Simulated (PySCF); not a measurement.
# CH6FNOSi (SMILES NC(F)O[SiH3]) at MP2/6-31+G(d) (spherical functions)

Aim: the vertical singlet–triplet gap of CH6FNOSi at MP2/6-31+G* (spherical functions), from 2 runs. 

Program for the calculation: PySCF 2.14.0.

**1. The system as given**

The species is CH6FNOSi (11 atoms), meant as a singlet with charge 0. As SMILES, `NC(F)O[SiH3]`. The shape is that of a PBE0-D4/def2-TZVP optimisation. This is one conformer, not always the lowest.

Bond lengths: N1–C2 1.398 Å, C2–F3 1.415 Å, C2–O4 1.367 Å, O4–Si5 1.661 Å, N1–H6 1.012 Å, N1–H7 1.010 Å, C2–H8 1.096 Å, Si5–H9 1.482 Å, Si5–H10 1.480 Å, Si5–H11 1.487 Å. Some angles: N1–C2–F3 112.5°, N1–C2–O4 109.5°, F3–C2–O4 107.4°, C2–O4–Si5 123.4°, N1–C2–H8 110.8°, F3–C2–H8 104.0°, O4–C2–H8 112.6°, C2–N1–H6 111.1°, C2–N1–H7 111.8°, O4–Si5–H9 111.8°.

**2. The energy at MP2/6-31+G(d) (spherical functions)**

The input, input.py:

```python
from pyscf import gto, mp

mol = gto.M(
    atom='''
N     -0.272121    -2.570217     2.903186
C      0.570886    -1.343406     0.720742
F     -0.247176    -2.558878    -1.515749
O     -0.357347     1.066750     0.672554
Si    -0.139273     2.952130    -1.826609
H     -2.176398    -2.476675     3.053608
H      0.316718    -4.384165     2.968382
H      2.638247    -1.401799     0.595453
H     -2.063014     2.337213    -3.766224
H     -0.577878     5.526693    -0.824676
H      2.430944     2.744449    -2.941737
''',
    max_memory=1860,
    basis='6-31+g*',
    verbose=4,
    unit='bohr',
    spin=0,
)

mf = mol.RHF()
mf.conv_tol = 1e-10
mf.kernel()
if not mf.converged:
    mf = mf.newton().run(mf.mo_coeff, mf.mo_occ)

pt = mp.MP2(mf, frozen=9).run()
energy = pt.e_tot
print('Final energy', energy)
```

Command:

```bash
$ OMP_NUM_THREADS=1 python input.py
```

What it wrote:

```text
PySCF version 2.14.0

[INPUT] num. atoms = 11
[INPUT] num. electrons = 50
[INPUT] charge = 0
[INPUT] spin (= nelec alpha-beta = 2S) = 0
[INPUT] symmetry False subgroup None
[INPUT] Mole.unit = bohr
[INPUT] Symbol           X                Y                Z      unit          X                Y                Z       unit  Magmom
[INPUT]  1 N     -0.144000231813  -1.360100263519   1.536299870262 AA   -0.272121000000  -2.570217000000   2.903186000000 Bohr   0.0
[INPUT]  2 C      0.302099861233  -0.710899840213   0.381400241353 AA    0.570886000000  -1.343406000000   0.720742000000 Bohr   0.0
[INPUT]  3 F     -0.130799906286  -1.354099923125  -0.802099828275 AA   -0.247176000000  -2.558878000000  -1.515749000000 Bohr   0.0
[INPUT]  4 O     -0.189099888791   0.564499789749   0.355900249913 AA   -0.357347000000   1.066750000000   0.672554000000 Bohr   0.0
[INPUT]  5 Si    -0.073700097696   1.562199919673  -0.966599856061 AA   -0.139273000000   2.952130000000  -1.826609000000 Bohr   0.0
[INPUT]  6 H     -1.151700223492  -1.310599968855   1.615899764683 AA   -2.176398000000  -2.476675000000   3.053608000000 Bohr   0.0
[INPUT]  7 H      0.167599947888  -2.320000206913   1.570800107705 AA    0.316718000000  -4.384165000000   2.968382000000 Bohr   0.0
[INPUT]  8 H      1.396100189178  -0.741800085090   0.315100157774 AA    2.638247000000  -1.401799000000   0.595453000000 Bohr   0.0
[INPUT]  9 H     -1.091699994609   1.236799856666  -1.992999912020 AA   -2.063014000000   2.337213000000  -3.766224000000 Bohr   0.0
[INPUT] 10 H     -0.305799868292   2.924599987351  -0.436399745593 AA   -0.577878000000   5.526693000000  -0.824676000000 Bohr   0.0
[INPUT] 11 H      1.286400165823   1.452299867332  -1.556700180920 AA    2.430944000000   2.744449000000  -2.941737000000 Bohr   0.0

nuclear repulsion = 251.819850289793
number of shells = 54
number of NR pGTOs = 203
number of NR cGTOs = 106
basis = 6-31+g*
ecp = {}

******** <class 'pyscf.scf.hf.RHF'> ********
method = RHF
initial guess = minao
damping factor = 0
level_shift factor = 0
DIIS = <class 'pyscf.scf.diis.CDIIS'>
diis_start_cycle = 1
diis_space = 8
diis_damp = 0
SCF conv_tol = 1e-10
SCF conv_tol_grad = None
SCF max_cycles = 50
direct_scf = True
direct_scf_tol = 1e-13
Set gradient conv threshold to 1e-05
Initial guess from minao.
init E= -559.574808172956
  HOMO = -0.316625425877788  LUMO = 0.0425286725499467  gap/eV = 9.77308
cycle= 1 E= -558.940540617947  delta_E= 0.634  |g|= 0.735  |ddm|= 2.89
  HOMO = -0.447279724610158  LUMO = 0.0603082186842601  gap/eV = 13.81217
cycle= 2 E= -559.037016662027  delta_E= -0.0965  |g|= 0.409  |ddm|= 0.837
  HOMO = -0.444120944024508  LUMO = 0.0653241108046561  gap/eV = 13.86271
cycle= 3 E= -559.066640442909  delta_E= -0.0296  |g|= 0.0602  |ddm|= 0.303
  HOMO = -0.443820412375796  LUMO = 0.0666193674247118  gap/eV = 13.88977
cycle= 4 E= -559.067944562216  delta_E= -0.0013  |g|= 0.0158  |ddm|= 0.104
  HOMO = -0.443135826407512  LUMO = 0.0665098051149701  gap/eV = 13.86816
cycle= 5 E= -559.068034696884  delta_E= -9.01e-05  |g|= 0.00431  |ddm|= 0.0274
  HOMO = -0.443882986239198  LUMO = 0.0664914439679401  gap/eV = 13.88800
cycle= 6 E= -559.068042800267  delta_E= -8.1e-06  |g|= 0.0013  |ddm|= 0.00984
  HOMO = -0.443720486966182  LUMO = 0.0665115825530852  gap/eV = 13.88412
cycle= 7 E= -559.068043706481  delta_E= -9.06e-07  |g|= 0.000345  |ddm|= 0.00315
  HOMO = -0.443818449235922  LUMO = 0.0665138881944307  gap/eV = 13.88685
cycle= 8 E= -559.068043770253  delta_E= -6.38e-08  |g|= 0.000114  |ddm|= 0.000844
  HOMO = -0.443784782012286  LUMO = 0.0665160122683184  gap/eV = 13.88599
cycle= 9 E= -559.0680437755  delta_E= -5.25e-09  |g|= 2.53e-05  |ddm|= 0.000285
  HOMO = -0.44378855455032  LUMO = 0.0665160028679064  gap/eV = 13.88609
cycle= 10 E= -559.068043775858  delta_E= -3.58e-10  |g|= 6.43e-06  |ddm|= 9.07e-05
  HOMO = -0.443788892656368  LUMO = 0.0665160085843219  gap/eV = 13.88610
cycle= 11 E= -559.068043775879  delta_E= -2.08e-11  |g|= 3.03e-06  |ddm|= 1.74e-05
  HOMO = -0.443788491349633  LUMO = 0.0665160329559553  gap/eV = 13.88609
Extra cycle  E= -559.068043775881  delta_E= -2.16e-12  |g|= 1.94e-06  |ddm|= 4.24e-06
converged SCF energy = -559.068043775881

******** <class 'pyscf.mp.mp2.RMP2'> ********
nocc = 16, nmo = 97
frozen orbitals 9
E(RMP2) = -559.793108904215  E_corr = -0.725065128333734
E(SCS-RMP2) = -559.775531672274  E_corr = -0.707487896392997
E_corr(same-spin) = -0.18760414339325
E_corr(oppo-spin) = -0.537460984940484
Final energy -559.7931089042149
```

Run time: 5.7 s. Hardware: 1 thread of Arm Neoverse N1, shared host; peak memory 0.31 GiB.

**3. The triplet**

The input, calc.py:

```python
from pyscf import gto, scf, mp

mol = gto.M(
    atom='''
N     -0.272121    -2.570217     2.903186
C      0.570886    -1.343406     0.720742
F     -0.247176    -2.558878    -1.515749
O     -0.357347     1.066750     0.672554
Si    -0.139273     2.952130    -1.826609
H     -2.176398    -2.476675     3.053608
H      0.316718    -4.384165     2.968382
H      2.638247    -1.401799     0.595453
H     -2.063014     2.337213    -3.766224
H     -0.577878     5.526693    -0.824676
H      2.430944     2.744449    -2.941737
''',
    max_memory=1860,
    spin=2,
    unit='bohr',
    verbose=3,
    basis='6-31+g*',
    charge=0,
)

hf = scf.UHF(mol)
hf.conv_tol = 1e-10
hf.kernel()
if not hf.converged:
    hf = hf.newton().run(hf.mo_coeff, hf.mo_occ)

pt = mp.MP2(hf, frozen=9).run()
e_final = pt.e_tot
print('E(%s) = %.9f' % ('MP2', e_final))
```

Command:

```bash
$ OMP_NUM_THREADS=1 python calc.py
```

What it wrote:

```text
WARN: HOMO 0.0425286725499467 >= LUMO -0.316625425877788

WARN: HOMO -0.0997993179444427 >= LUMO -0.318028885896412

WARN: HOMO -0.0961642171624715 >= LUMO -0.136930927112315

converged SCF energy = -558.83800705242  <S^2> = 2.0096536  2S+1 = 3.0064289
E(UMP2) = -559.530906476977  E_corr = -0.692899424556981
E(SCS-UMP2) = -559.512985527413  E_corr = -0.674978474992278
E(MP2) = -559.530906477
```

Run time: 10 s. Hardware: 1 thread of Arm Neoverse N1, shared host; peak memory 0.33 GiB.

**4. Summary of results**

Level: MP2/6-31+G* (spherical functions), 9 core orbitals frozen.

| quantity | value |
| --- | --- |
| singlet: total energy | -559.79311 Eh |
| singlet: dipole moment (Hartree–Fock density) | 0.68 D |
| singlet: HOMO energy (Hartree–Fock orbitals) | -12.08 eV |
| singlet: LUMO energy (Hartree–Fock orbitals) | 1.81 eV |
| singlet: HOMO–LUMO gap (Hartree–Fock orbitals) | 13.89 eV |
| singlet: correlation energy (9 core orbitals frozen) | -725.1 mEh |
| triplet: total energy | -559.53091 Eh |
| triplet: dipole moment (Hartree–Fock density) | 4.79 D |
| triplet: HOMO energy (Hartree–Fock orbitals) (highest over α and β) | -3.49 eV |
| triplet: LUMO energy (Hartree–Fock orbitals) (lowest over α and β) | -1.77 eV |
| triplet: correlation energy (9 core orbitals frozen) | -692.9 mEh |
| triplet: ⟨S²⟩ of the reference determinant | 2.010 |
| vertical energy of the triplet above the singlet | 7.135 eV |

What this shows: At this shape the triplet lies 7.13 eV (688 kJ/mol) above the singlet. Mulliken charges (singlet) of the mean-field density run from -0.92 on N1 to +0.73 on Si5; in a basis this large or diffuse they mean little. Mulliken charges (triplet) of the mean-field density run from -1.10 on C2 to +0.65 on N1; in a basis this large or diffuse they mean little.
